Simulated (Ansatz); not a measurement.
# MgCdSe: the cost of one run

Computed with Ansatz 0.2.0 (DFT PBE, scalar-relativistic, plane waves, PAW, unless a step's input says otherwise).

2 further runs of the same task are left out: 1 that didn't finish, 1 set aside as unsound or not needed.

### 1 Starting point

It takes space group P6_3/mmc (No. 194, hexagonal). Conventional cell: a = 4.559 Å, b = 4.559 Å, c = 7.444 Å, α = 90.00°, β = 90.00°, γ = 120.00°. Around Mg (site symmetry -3m) lie 6 Cd at 3.22 Å and 6 Se at 3.22 Å. Around Cd (site symmetry -6m2) lie 3 Se at 2.63 Å. Around Se (site symmetry -6m2) lie 3 Cd at 2.63 Å and 6 Mg at 3.22 Å.

Coordinates:

```
CELL_PARAMETERS angstrom
4.55873 0.00000 0.00000
-2.27937 3.94798 0.00000
0.00000 0.00000 7.44402
ATOMIC_POSITIONS crystal
Mg 0.00000 0.00000 0.00000
Mg 0.00000 0.00000 0.50000
Cd 0.66667 0.33333 0.75000
Cd 0.33333 0.66667 0.25000
Se 0.66667 0.33333 0.25000
Se 0.33333 0.66667 0.75000
```

A structure generator made this guess: species swapped into a database cell of TmCuSn (P6_3/mmc, No. 194), with Mg on the Tm sites, Cd on the Cu sites and Se on the Sn sites. Lengths come from tabulated atomic sizes and are only a guess.

### 2 Probe: one point on a coarse mesh

The input, input.yaml:

```yaml
crystal:
  lattice:
    - [4.55873143, 0.0, 0.0]
    - [-2.27936571, 3.94797722, 0.0]
    - [0.0, 0.0, 7.44401935]
  atoms:
    - { symbol: Mg, position: [0.0, 0.0, 0.0] }
    - { symbol: Mg, position: [0.0, 0.0, 0.5] }
    - { symbol: Cd, position: [0.66666667, 0.33333333, 0.75] }
    - { symbol: Cd, position: [0.33333333, 0.66666667, 0.25] }
    - { symbol: Se, position: [0.66666667, 0.33333333, 0.25] }
    - { symbol: Se, position: [0.33333333, 0.66666667, 0.75] }
basis:
  ecutwfc: 420
kpoints:
  mp_grid: { grid: [6, 6, 4] }
hamiltonian:
  xc: pbe
scf:
  occupations: { method: gaussian, width: 0.1 }
  lower_state_search: "off"
output:
  forces: true
  stress: true
  eigenvalues: true
```

Launch:

```console
ansatz run input.yaml --threads 1 --pin off --max-ram 2560MiB --backend cpu --events-out ev --progress --plain --runs-dir out
```

What time and memory should one allow on 1 thread of Arm Neoverse V1, shared host?

About 8.7 s, with a peak of 0.44 GiB.
